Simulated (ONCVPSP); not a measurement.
**An ONCV potential for Pm, from input to tests**

Aim: build the potential from the settings below, then test how well it stands in for the atom: other configurations, scattering, ghost states and the plane-wave cutoff that it needs.

Method: ONCVPSP 4.0.1, LDA (Perdew-Wang 92), scalar-relativistic.

### Step 1. Starting point

Typed settings, in words:

* element: promethium (Pm, Z = 61)
* type: optimised norm-conserving Vanderbilt (ONCV)
* frozen core: [Kr] 4d10
* valence charge: 15
* reference configuration: 4f5 5s2 5p6 6s1 (charge +1)
* partial waves: 5s+6s: rc 2.80 bohr, ncon 3, nbas 8, qcut 5.5 1/bohr, 3 projectors, debl 2.4 Ha; 5p: rc 2.65 bohr, ncon 3, nbas 7, qcut 4.9 1/bohr, 2 projectors, debl 0.6 Ha; d scattering state at 0.07 Ha: rc 2.10 bohr, ncon 3, nbas 7, qcut 4.8 1/bohr, 1 projector; 4f: rc 1.45 bohr, ncon 5, nbas 9, qcut 11.3 1/bohr, 1 projector
* local potential: polynomial inside 1.15 bohr (lpopt 5, dvloc0 0 Ha)
* core correction: Teter function, fcfact 3.75, rcfact 1.1

The outer shells as boxes (Hund's rule for the drawing; the calculation is spin-unpolarised):

```
[Kr] core
4d [↑↓][↑↓][↑↓][↑↓][↑↓]
4f [↑ ][↑ ][↑ ][↑ ][↑ ][  ][  ]
5s [↑↓]
5p [↑↓][↑↓][↑↓]
6s [↑ ]
```

### Step 2. Generation

File Pm.dat:

```
# ATOM AND REFERENCE CONFIGURATION
# atsym  z   nc   nv     iexc    psfile
  Pm 61.00    9    4  -001012      upf
#
#   n    l    f
    1    0    2.00
    2    0    2.00
    2    1    6.00
    3    0    2.00
    3    1    6.00
    3    2   10.00
    4    0    2.00
    4    1    6.00
    4    2   10.00
    4    3    5.00
    5    0    2.00
    5    1    6.00
    6    0    1.00
#
# PSEUDOPOTENTIAL AND OPTIMIZATION
# lmax
    3
#
#   l,   rc,      ep,       ncon, nbas, qcut
    0    2.80    0.00    3    8    5.50
    1    2.65    0.00    3    7    4.90
    2    2.10    0.07    3    7    4.80
    3    1.45    0.00    5    9   11.30
#
# LOCAL POTENTIAL
# lloc, lpopt,  rc(5),   dvloc0
    4    5    1.15    0.00
#
# VANDERBILT-KLEINMAN-BYLANDER PROJECTORs
# l, nproj, debl
    0    3    2.40
    1    2    0.60
    2    1    1.30
    3    1    0.70
#
# MODEL CORE CHARGE
# icmod, fcfact, rcfact
    3    3.75    1.10
#
# LOG DERIVATIVE ANALYSIS
# epsh1, epsh2, depsh
   -3.00    5.00    0.02
#
# OUTPUT GRID
# rlmax, drl
    6.00    0.01
#
# TEST CONFIGURATIONS
# ncnf
    4
# nvcnf
#   n    l    f
    4
    4    3    5.00
    5    0    2.00
    5    1    6.00
    6    0    2.00
#
    4
    4    3    5.00
    5    0    2.00
    5    1    6.00
    6    0    0.00
#
    4
    4    3    4.00
    5    0    2.00
    5    1    6.00
    6    0    0.00
#
    4
    4    3    3.00
    5    0    2.00
    5    1    6.00
    6    0    0.00
#
```

Started as:

```console
$ oncvpsp.x < Pm.dat > Pm.out
```

Q: Predict the outcome of this session. Wanted: cutoffs for 1 and 0.1 mHa per electron, occupied waves; bound ghosts; GHOST(+) flags; largest test error; largest phase difference near zero energy, channels read; rms error of d²Exc/dn², without and with the model core; projector energies reset by the program.

As calculated:

```
                                                quantity                             value
  cutoffs for 1 and 0.1 mHa per electron, occupied waves                  60 Ha and 130 Ha
                                            bound ghosts                    s at -14.51 eV
                                          GHOST(+) flags                        p at 56 eV
                            largest test error (AE − PS)    +1116 meV, for 4f3 5s2 5p6 6s0
largest phase difference near zero energy, channels read                         0.011 rad
 rms error of d²Exc/dn², without and with the model core                 8.88 and 5.88 mHa
                 projector energies reset by the program  p: -1.061, 0.250 Ha; d: 0.050 Ha
```

What this shows: It has a bound ghost (s), a state that the atom doesn't have, and that rules the file out. The worst unpolarised test, 4f3 5s2 5p6 6s0, is off by 1116 meV on 76.1 eV; by total energies transferability rates as poor. That test lies far up in energy; among those under 40 eV, nearer to bonding, the largest error is 188 meV. It counts as hard, with 60 Ha needed at the looser tolerance. At the looser tolerance the 4f wave is the slowest; 5s needs 7 Ha. Near zero energy the phases of the channels with partial waves agree within 0.011 rad. The pseudo curves have a pole with no partner nearby in the atom's: s at -0.53 Ha. The program also flags highly localised states, GHOST(+) (p). All of this concerns the isolated atom, not yet a solid.
